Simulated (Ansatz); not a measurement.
Relaxation of a periodic cell of 17 atoms, NaMo16 (host Mo, host structure bcc, interstitial Na), to a largest force component of 0.03 eV/Å in at most 60 steps.

The calculation used Ansatz, DFT PBE, scalar-relativistic, plane waves, PAW. Settings: cutoff 420 eV, k mesh 3x3x3, gaussian smearing 0.05 eV, no spin polarisation.

```xyz
17
Lattice="6.3000 0.0000 0.0000 0.0000 6.3000 0.0000 0.0000 0.0000 6.3000" Properties=species:S:1:pos:R:3
Mo 0.000 0.000 0.000
Mo 3.150 0.000 0.000
Mo 0.000 3.150 0.000
Mo 0.000 0.000 3.150
Mo 1.575 1.575 1.575
Mo 3.150 3.150 0.000
Mo 3.150 0.000 3.150
Mo 4.725 1.575 1.575
Mo 0.000 3.150 3.150
Mo 1.575 4.725 1.575
Mo 1.575 1.575 4.725
Mo 3.150 3.150 3.150
Mo 4.725 4.725 1.575
Mo 4.725 1.575 4.725
Mo 1.575 4.725 4.725
Mo 4.725 4.725 4.725
Na 1.579 2.331 3.158
```

Where does it end, and by what steps?

The forces met the threshold. Limits of this set-up: coarse k mesh, a small cell, in which the defect meets its images, a typed lattice constant that wasn't relaxed here. After 7 steps the energy has fallen by 12.591 eV; Mo11 moved furthest, 0.45 Å. The start is strongly strained (largest force component 17 eV/Å).

```
step  energy less start (eV)  largest force component (eV/Å)  accepted
   0                  0.0000                          17.115       yes
   1                 -9.2096                           6.536       yes
   2                -12.2736                           1.448       yes
   3                -12.5005                           0.693       yes
   4                -12.5710                           0.367       yes
   5                -12.5902                           0.081       yes
   6                -12.5909                           0.030       yes
   7                -12.5911                           0.006       yes
```

```xyz
17
Lattice="6.3000 0.0000 0.0000 0.0000 6.3000 0.0000 0.0000 0.0000 6.3000" Properties=species:S:1:pos:R:3
Mo -0.090 -0.090 0.001
Mo 3.240 -0.090 0.001
Mo -0.012 3.166 0.000
Mo 0.008 0.018 3.150
Mo 1.574 1.330 1.203
Mo 3.162 3.166 0.000
Mo 3.142 0.018 3.150
Mo 4.725 1.555 1.563
Mo -0.373 3.391 3.149
Mo 1.575 4.703 1.584
Mo 1.574 1.327 5.101
Mo 3.525 3.393 3.149
Mo 4.725 4.812 1.485
Mo 4.725 1.555 4.737
Mo 1.575 4.704 4.717
Mo 4.725 4.811 4.815
Na 1.577 2.361 3.155
```

Whether the end is a true minimum wasn't checked by a vibrational analysis.

Time of the run: 47 s on 4 threads of Intel(R) Xeon(R) Platinum 8488C (Sapphire Rapids), on a shared host, peak memory 1.2 GiB.
